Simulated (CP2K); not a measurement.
The system is GdO.

```
CELL_PARAMETERS angstrom
3.81838 0.00000 0.00000
1.90919 3.30681 0.00000
1.90919 1.10227 3.11769
ATOMIC_POSITIONS crystal
Gd 0.00000 0.00000 0.00000
O 0.75000 0.75000 0.75000
```

Program: CP2K 2026.2. Alike in all runs: task band structure; spin collinear, ferromagnetic start; cell as given; k mesh 9 × 9 × 9.

**Question.** Order these runs on this cell by their pressure, lowest first.
A. level r2SCAN; potentials or basis POTENTIAL_UZH Gd GTH-SCAN-q18, O GTH-SCAN-q6; DZVP-MOLOPT-SR-GTH, DZVP-MOLOPT-SCAN-GTH basis; smearing fermi-dirac 0.1 eV; NGRIDS 4; points a segment of the path (NPOINTS) 8; bands added on the path 2; CUTOFF of the grids 850 Ry
B. level LDA; potentials or basis GTH_POTENTIALS Gd GTH-PADE-q18, O GTH-PADE-q6; DZVP-MOLOPT-SR-GTH, DZVP-MOLOPT-PBE-GTH basis; smearing fermi-dirac 0.05 eV; NGRIDS 4; points a segment of the path (NPOINTS) 10; bands added on the path 2; CUTOFF of the grids 600 Ry
C. level PBEsol; potentials or basis GTH_POTENTIALS Gd GTH-PBE-q18; POTENTIAL_UZH O GTH-PBE-q6; DZVP-MOLOPT-SR-GTH, DZVP-MOLOPT-PBE-GTH basis; smearing fermi-dirac 0.1 eV; NGRIDS 5; points a segment of the path (NPOINTS) 10; bands added on the path 6; CUTOFF of the grids 600 Ry
D. level PBE; potentials or basis GTH_POTENTIALS Gd GTH-PBE-q18; POTENTIAL_UZH O GTH-PBE-q6; DZVP-MOLOPT-SR-GTH, DZVP-MOLOPT-PBE-GTH basis; smearing fermi-dirac 0.01 eV; NGRIDS 4; points a segment of the path (NPOINTS) 8; bands added on the path 2; CUTOFF of the grids 600 Ry

**Answer.** B (-6.5 GPa), C (-3.0 GPa), A (-1.4 GPa), D (0.4 GPa).

Caveats: the basis of atomic orbitals isn't converged, which shifts pressures, moduli and gaps; a cell with one magnetic atom can't hold antiferromagnetic order, which such compounds often take; the potentials were made for another functional, which shifts forces and pressure (some runs).

Not every run made on this cell is shown here.
